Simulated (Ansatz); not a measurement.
Task: a convergence test of the plane-wave cutoff of Be₄AlNi, space group F-43m, with Ansatz 0.2.0, Python API. Give the script and its output. Level of theory (first run): PBEsol, PAW, cutoff 250 eV, 6×6×6 k-points, Gaussian smearing of 0.1 eV, collinear spin. The script varies cutoff (eV): 250, 300, 350, 400.

Contents of `be4alni.cif`:
```cif
data_Be4AlNi
_cell_length_a 4.241718
_cell_length_b 4.241718
_cell_length_c 4.241718
_cell_angle_alpha 60.00000
_cell_angle_beta 60.00000
_cell_angle_gamma 60.00000
_symmetry_space_group_name_H-M 'P 1'
_symmetry_Int_Tables_number 1
loop_
_symmetry_equiv_pos_as_xyz
'x, y, z'
loop_
_atom_site_label
_atom_site_type_symbol
_atom_site_fract_x
_atom_site_fract_y
_atom_site_fract_z
Be1 Be    0.373624    0.373624    0.373624
Be2 Be    0.879128    0.373624    0.373624
Be3 Be    0.373624    0.373624    0.879128
Be4 Be    0.373624    0.879128    0.373624
Al5 Al    0.750000    0.750000    0.750000
Ni6 Ni    0.000000    0.000000    0.000000
```

`be4alni_ecut.py`:
```python
'''Cutoff test for Be4AlNi.'''

import csv
import logging
import sys
import warnings

import ansatz as az
from ase.io import read

logging.basicConfig(stream=sys.stdout, format='%(levelname)s %(message)s')
log = logging.getLogger('be4alni')
log.setLevel(logging.INFO)


def main() -> None:
    warnings.simplefilter('ignore', az.DeckWarning)

    atoms = read('be4alni.cif')
    crystal = az.Crystal.from_ase(atoms).moments(Ni=1.0)

    model = (
        crystal.calculation()
        .functional('pbesol')
        .kpoints(mesh=(6, 6, 6))
        .occupations('Gaussian')
        .spin(az.SpinTreatment.COLLINEAR)
        .forces()
        .stress()
    )

    rows = []
    for value in [250, 300, 350, 400]:
        report = model.basis(value).run(threads=1).report
        rows.append((value, report['free_energy_ev'] / len(report['lattice']['sites']), report['n_iterations'], sum(report['stress_gpa'][i][i] for i in range(3)) / 3, max(abs(f) for row in report['forces_ev_ang'] for f in row), report['magnetization_mub'], report['n_pw']))

    with open('ecut.csv', 'w', newline='') as handle:
        writer = csv.writer(handle)
        writer.writerow(['cutoff (eV)', 'F/atom (eV)', 'iterations', 'P (GPa)', 'max component (eV/A)', 'moment (muB)', 'plane waves'])
        writer.writerows([round(v, 5) if isinstance(v, float) else v for v in row] for row in rows)

    # differences from the last row
    for row in rows[:-1]:
        shift = 1000 * (row[1] - rows[-1][1])
        log.info(f'{row[0]}: {shift:+.2f} meV/atom' + ('  (within 5 meV)' if abs(shift) < 5 else ''))


if __name__ == '__main__':
    main()
```

`python be4alni_ecut.py` gives:
```text
RunWarning: the starting moments were not kept: the SCF closed with an absolute magnetisation of 1.7e-6 μB, where they sum to 1 μB in size (1 site). That is at most 0.1 of that sum. Measured as dr2_m [...]
INFO 250: +451.92 meV/atom
INFO 300: +59.37 meV/atom
INFO 350: +4.86 meV/atom  (within 5 meV)
```
(Warnings from the package without file and line, shortened, repeats left out.)

`ecut.csv`, as written:
```csv
cutoff (eV),F/atom (eV),iterations,P (GPa),max component (eV/A),moment (muB),plane waves
250,-1115.00211,12,1.1873,0.1022,0.0,531
300,-1115.39465,12,0.25142,0.0752,-0.0,609
350,-1115.44916,12,-0.62879,0.07669,-0.0,821
400,-1115.45402,11,-0.62467,0.07594,-0.0,941
```

The SCF didn't keep the moments it started from (some shrank, vanished or turned); what is printed is the state reached. For a metal this k-point mesh is coarse: on a finer one energies can move by several to tens of meV an atom and pressures by half a GPa or more, differences at one mesh by less. The overall sign of a collinear moment is arbitrary, and semilocal functionals can give small moments to compounds that are paramagnetic. Pressure is positive in compression. The structure comes from a database of computed cells and needn't be a stable or known phase. Shifts are counted from the last row, which is itself no proven limit. The script silences the warnings on its input, which a real study should read. It ran for 19 s on 1 thread of Arm Neoverse V1, on a shared host, peak memory 0.47 GiB.
